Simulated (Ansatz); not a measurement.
AlBrHS, SMILES [SH][Al][Br]: an atomisation energy, run with Ansatz's Python interface.

The script, `tae.py`:
```python
'''Atomisation energy of AlBrHS at the given geometry.'''

from collections import Counter

import ansatz as az
from ase import Atoms


def energy_of(molecule, charge=0, unpaired=0):
    calc = (
        molecule.calculation()
        .basis(gaussian='def2-TZVP')
        .correlation('mp2')
    )
    if charge:
        calc = calc.charge(charge)
    if unpaired:
        calc = calc.spin('collinear', total=unpaired)
    report = calc.run().report
    if report['published_state_doubts']:
        print('  doubts:', report['published_state_doubts'])
    return report['free_energy_ev']

atoms = Atoms(['S', 'Al', 'Br', 'H'], positions=[
    [-0.0842, 1.1588, -0.9503],
    [-0.8326, -0.654, 0.1394],
    [0.6643, -2.4162, 0.5559],
    [0.3081, 1.8511, 0.2346],
])
mol = az.Crystal.molecule_from_ase(atoms)

# Hund ground states
unpaired = {'S': 2, 'Al': 1, 'Br': 1, 'H': 1}
counts = Counter(site.symbol for site in mol.cartesian_sites)
atom_energy = {s: energy_of(az.Crystal.molecule().atom(s, (0, 0, 0)), 0, unpaired[s]) for s in counts}
whole = energy_of(mol, 0, 1)
for s, e in atom_energy.items():
    print(f'{s:2s} x{counts[s]}  {e:14.5f} eV')
print(f'AlBrHS: {whole:.5f} eV')
split = sum(counts[s] * e for s, e in atom_energy.items()) - whole
print(f'atomisation energy (no zero-point term): {split:.3f} eV, {split / sum(counts.values()):.3f} eV an atom')
```

What does it cost to take this molecule apart into atoms?

10.177 eV from the electronic energies, without the zero-point term.

What the script printed:

```console
$ python tae.py
S  x1    -10819.68585 eV
Al x1     -6582.68836 eV
Br x1    -70005.19084 eV
H  x1       -13.60052 eV
AlBrHS: -87431.34299 eV
atomisation energy (no zero-point term): 10.177 eV, 2.544 eV an atom
```

What to keep in mind:
- Total energies depend on the basis set; only differences at equal settings carry meaning.
- The geometry is a force-field or estimated start, not a minimum of this method, and the basis set is short of its limit. All parts are taken at fixed geometry, without zero-point energy.
- The species is open-shell (spin multiplicity 2).
- The spin-orbit lowering of heavy atoms is left out.
- Finished in 4.9 s on 1 thread of Arm Neoverse V2, on a shared host, peak memory 0.37 GiB.

(Lines on the test bed's own set-up are left out of the output.)
